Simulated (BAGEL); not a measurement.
# HF/STO-3G (density fitting with qzvpp-jkfit) run of CH3GaO (SMILES [H][Ga]([H])([H])<-[C-]#[O+])

Aim: the vertical electron affinity of CH3GaO at HF/STO-3G (density fitting with qzvpp-jkfit), from 2 runs. 

Program for the calculation: BAGEL 1.2.2.

7 further runs of the same task are left out: 3 that didn't finish, 4 set aside as unsound or not needed.

## (1) Starting point

CH3GaO has 6 atoms, charge 0, and is taken as a singlet. SMILES: `[H][Ga]([H])([H])<-[C-]#[O+]`. Geometry: a GFN1-xTB relaxation, a rough one for these elements and not checked as a minimum.

Bond lengths: Ga1–C2 2.133 Å, C2–O3 1.121 Å, Ga1–H4 1.545 Å, Ga1–H5 1.543 Å, Ga1–H6 1.545 Å. Angles: Ga1–C2–O3 177.0°, C2–Ga1–H4 96.0°, C2–Ga1–H5 97.5°, C2–Ga1–H6 95.7°, H4–Ga1–H5 118.8°, H4–Ga1–H6 118.7°, H5–Ga1–H6 118.9°.

## (2) A single-point energy at HF/STO-3G (density fitting with qzvpp-jkfit)

input.json

```json
{ "bagel": [

{
  "title": "molecule",
  "basis": "sto-3g",
  "df_basis": "qzvpp-jkfit",
  "angstrom": true,
  "geometry": [
    { "atom": "Ga", "xyz": [   -0.013780,    0.006820,   -0.811750 ] },
    { "atom": "C", "xyz": [    0.011520,    0.019460,    1.321310 ] },
    { "atom": "O", "xyz": [    0.042620,   -0.030650,    2.440900 ] },
    { "atom": "H", "xyz": [    1.520390,    0.007120,   -0.990510 ] },
    { "atom": "H", "xyz": [   -0.785240,    1.327580,   -1.012910 ] },
    { "atom": "H", "xyz": [   -0.775520,   -1.330330,   -0.947040 ] }
  ]
},
{
  "title": "hf"
},
{
  "title": "print",
  "file": "orbitals.molden",
  "orbitals": true
}

]}
```

Started as:

```
$ BAGEL_NUM_THREADS=1 BAGEL input.json > input.out
```

The log of the run:

```text
* using 1 threads per process

  ===============================================================
  ===============================================================

  *** Geometry ***

  { "atom" : "Ga", "xyz" : [     -0.026040,      0.012888,     -1.533985 ] },
  { "atom" : "C", "xyz" : [      0.021770,      0.036774,      2.496914 ] },
  { "atom" : "O", "xyz" : [      0.080540,     -0.057920,      4.612632 ] },
  { "atom" : "H", "xyz" : [      2.873121,      0.013455,     -1.871793 ] },
  { "atom" : "H", "xyz" : [     -1.483889,      2.508763,     -1.914122 ] },
  { "atom" : "H", "xyz" : [     -1.465520,     -2.513959,     -1.789646 ] },

  Number of auxiliary basis functions:      472

  Since a DF basis is specified, we compute 2- and 3-index integrals:
    o Being stored without compression. Storage requirement is 0.004 GB

  Number of basis functions:       31
  Number of electrons      :       48

    * METHOD: MOLECULE                             0.25

  *** RHF ***

  === Nuclear Repulsion ===
   148.4291407331

      * DIIS with orbital gradients will be used.

  === RHF iteration (sto-3g) ===
      0      -2013.77036697          0.01679107           0.03
      1      -2013.81333581          0.01401319           0.03
      2      -2013.84572881          0.00130588           0.03
      3      -2013.84683056          0.00043040           0.03
      4      -2013.84703259          0.00024544           0.03
      5      -2013.84713978          0.00010208           0.03
      6      -2013.84716034          0.00003631           0.03
      7      -2013.84716274          0.00000490           0.03
      8      -2013.84716276          0.00000271           0.03
      9      -2013.84716276          0.00000099           0.03
     10      -2013.84716276          0.00000026           0.03
     11      -2013.84716276          0.00000011           0.03
     12      -2013.84716276          0.00000007           0.03
     13      -2013.84716276          0.00000004           0.03
     14      -2013.84716276          0.00000001           0.03
     15      -2013.84716276          0.00000001           0.03
    * SCF iteration converged.

    * Permanent dipole moment:
           (   -0.011423,    -0.016795,    -1.325927) a.u.

    * METHOD: HF                                   0.68

    * METHOD: PRINT                                0.01

  ===============================================================
```

Run time: 1.1 s. Hardware: 1 thread of Arm Neoverse N1, shared host; peak memory 0.083 GiB.

## (3) The doublet anion at the same level

job.json

```json
{ "bagel" : [

{
  "title" : "molecule",
  "basis" : "sto-3g",
  "df_basis" : "qzvpp-jkfit",
  "angstrom" : true,
  "geometry" : [
    { "atom" : "Ga", "xyz" : [   -0.013780,    0.006820,   -0.811750 ] },
    { "atom" : "C", "xyz" : [    0.011520,    0.019460,    1.321310 ] },
    { "atom" : "O", "xyz" : [    0.042620,   -0.030650,    2.440900 ] },
    { "atom" : "H", "xyz" : [    1.520390,    0.007120,   -0.990510 ] },
    { "atom" : "H", "xyz" : [   -0.785240,    1.327580,   -1.012910 ] },
    { "atom" : "H", "xyz" : [   -0.775520,   -1.330330,   -0.947040 ] }
  ]
},
{ "title" : "uhf", "charge" : -1, "nopen" : 1 },
{ "title" : "print", "file" : "orbitals.molden", "orbitals" : true }

]}
```

Started as:

```
$ BAGEL_NUM_THREADS=1 BAGEL job.json > job.out
```

The log of the run:

```text
* using 1 threads per process

  ===============================================================
  ===============================================================

  *** Geometry ***

  { "atom" : "Ga", "xyz" : [     -0.026040,      0.012888,     -1.533985 ] },
  { "atom" : "C", "xyz" : [      0.021770,      0.036774,      2.496914 ] },
  { "atom" : "O", "xyz" : [      0.080540,     -0.057920,      4.612632 ] },
  { "atom" : "H", "xyz" : [      2.873121,      0.013455,     -1.871793 ] },
  { "atom" : "H", "xyz" : [     -1.483889,      2.508763,     -1.914122 ] },
  { "atom" : "H", "xyz" : [     -1.465520,     -2.513959,     -1.789646 ] },

  Number of auxiliary basis functions:      472

  Since a DF basis is specified, we compute 2- and 3-index integrals:
    o Being stored without compression. Storage requirement is 0.004 GB

  Number of basis functions:       31
  Number of electrons      :       48

    * METHOD: MOLECULE                             0.25

  *** Open-shell HF ***

  === Nuclear Repulsion ===
   148.4291407331

      * DIIS with orbital gradients will be used.

  === UHF iteration (sto-3g) ===
      0      -2013.61977842          0.02192116           0.06
      1      -2013.66904698          0.01067682           0.06
      2      -2013.67710134          0.00559928           0.06
      3      -2013.67936205          0.00123175           0.06
      4      -2013.68001863          0.00048568           0.06
      5      -2013.68021907          0.00013669           0.06
      6      -2013.68026138          0.00006811           0.06
      7      -2013.68027691          0.00005174           0.06
      8      -2013.68029798          0.00003329           0.06
      9      -2013.68031408          0.00001777           0.06
[... 41 lines of this table left out ...]
     51      -2013.68032444          0.00000002           0.06
     52      -2013.68032444          0.00000001           0.06
     53      -2013.68032444          0.00000001           0.06
     54      -2013.68032444          0.00000001           0.06
    * SCF iteration converged.

    * S^2 (UHF) is 0.7679

    * Permanent dipole moment:
           (    0.002347,     0.002147,     0.637251) a.u.

    * METHOD: UHF                                  3.68

    * METHOD: PRINT                                0.01

  ===============================================================
```

Run time: 4.2 s. Hardware: 1 thread of Arm Neoverse N1, shared host; peak memory 0.083 GiB.

## (4) What came out

At HF/STO-3G (density fitting with qzvpp-jkfit):

| quantity | value |
| --- | --- |
| singlet CH3GaO: total energy | -2013.84716 Eh |
| singlet CH3GaO: dipole moment | 3.37 D |
| singlet CH3GaO: HOMO energy | -6.81 eV |
| singlet CH3GaO: LUMO energy | 5.61 eV |
| singlet CH3GaO: HOMO–LUMO gap | 12.43 eV |
| doublet anion: total energy | -2013.68032 Eh |
| doublet anion: ⟨S²⟩ | 0.768 |
| vertical electron affinity (to the doublet anion) | -4.540 eV |

What this shows: The anion lies 4.54 eV (105 kcal/mol) above the neutral: the electron isn't bound at this level, and such a value depends on the basis. Without diffuse functions anions come out too high. Hartree–Fock misses the correlation that binds many anions. In a minimal basis such a difference can be off by several eV, whatever the method.
